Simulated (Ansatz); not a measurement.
# The cluster La7+: a ladder of methods and basis sets

How do method and basis change the picture of the cluster La7+ (singlet)?

Program: Ansatz 0.2.0, Gaussian basis. Level of theory: as each input shows. These are calculated values, not measurements.

The runs, in order: PBE-D4/def2-TZVP, r2SCAN-D4/def2-TZVP, BHLYP-D4/def2-TZVP, B97M-V/def2-TZVP, PBE-D4/def2-SVP, PBE0-D4/def2-SVP, MP2/def2-TZVP, RPA/def2-TZVP.

4 further runs of the same task are left out: 3 that didn't finish, 1 set aside as unsound or not needed.

### Step 1. The relaxed structure

The geometry is that of the singlet, from an earlier relaxation (PBE-D4/def2-SVP). At that level it is the lowest of the isomers that a small search found.

7 atoms, charge 1, spin multiplicity 1.

Atoms are counted from 1 here; the program's logs count them from 0.

Bond lengths: La1–La2 3.585 Å, La1–La3 3.824 Å, La1–La4 3.507 Å, La1–La5 3.415 Å, La1–La6 3.534 Å, La2–La4 3.500 Å, La2–La5 3.418 Å, La2–La6 3.537 Å, La2–La7 3.813 Å, La3–La4 3.467 Å, La3–La6 3.599 Å, La3–La7 3.610 Å, La4–La5 3.366 Å, La4–La6 4.712 Å, La4–La7 3.470 Å, La6–La7 3.594 Å. Angles: La2–La1–La3 90.1°, La2–La1–La4 59.1°, La2–La1–La5 58.4°, La2–La1–La6 59.6°, La3–La1–La4 56.2°, La3–La1–La5 114.3°, La3–La1–La6 58.4°, La4–La1–La5 58.2°, La4–La1–La6 84.0°, La5–La1–La6 117.4°, La1–La2–La4 59.3°, La1–La2–La5 58.3°, La1–La2–La6 59.5°, La1–La2–La7 90.3°, La4–La2–La5 58.2°, La4–La2–La6 84.1°, La4–La2–La7 56.5°, La5–La2–La6 117.3° and more.

La takes a core potential in the def2 sets. No spin-orbit coupling is included. The ion is computed in the gas phase, without counter-ions or solvent.

PBE0-D4/def2-TZVP was run before; its log isn't repeated, and its numbers join the tables.

### Step 2. PBE-D4/def2-TZVP

start.molden holds the orbitals of an earlier run on this state, given as this run's starting guess.

File in.yaml:

```yaml
crystal:
  periodic: [false, false, false]
  atoms:
    - {symbol: La, position_ang: [0.673060, 2.147054, 0.576268]}
    - {symbol: La, position_ang: [-0.434524, -0.908427, 2.089580]}
    - {symbol: La, position_ang: [-0.469897, 0.873513, -2.843951]}
    - {symbol: La, position_ang: [1.602947, -0.960631, -0.756271]}
    - {symbol: La, position_ang: [2.839792, 0.067180, 2.200744]}
    - {symbol: La, position_ang: [-2.618039, 0.975338, 0.041428]}
    - {symbol: La, position_ang: [-1.593339, -2.194036, -1.307797]}
basis:
  gaussian: {orbitals: def2-TZVP, initial_orbitals: start.molden}
total_charge: 1
hamiltonian: {xc: pbe, dispersion: d4}
scf: {omitted_lower_state_checks: [starts]}
output: {orbitals: {seedname: orbitals}}
```

Started as:

```console
$ ansatz run in.yaml --threads 4 --pin off --events-out ev --progress --plain --max-ram 8704MiB
```

After this run come: r2SCAN-D4/def2-TZVP; BHLYP-D4/def2-TZVP; B97M-V/def2-TZVP; PBE-D4/def2-SVP; PBE0-D4/def2-SVP; MP2/def2-TZVP; RPA/def2-TZVP.

Before running them: what should the planned runs give, taken together? Wanted: gap in def2-TZVP, named functionals, smallest and largest; correlation energy, MP2/def2-TZVP; PBE0 total energy, smallest basis above largest.

The runs gave:

| quantity | value |
| --- | --- |
| gap in def2-TZVP, named functionals, smallest and largest | 0.10 eV (PBE-D4), 2.06 eV (BHLYP-D4) |
| correlation energy, MP2/def2-TZVP | -48.69 eV |
| PBE0 total energy, smallest basis above largest | 0.42 eV (def2-SVP, def2-TZVP) |

**Reading.** Over the named functionals in def2-TZVP the gap runs from 0.10 eV (PBE-D4) to 2.06 eV (BHLYP-D4); exact exchange widens it.
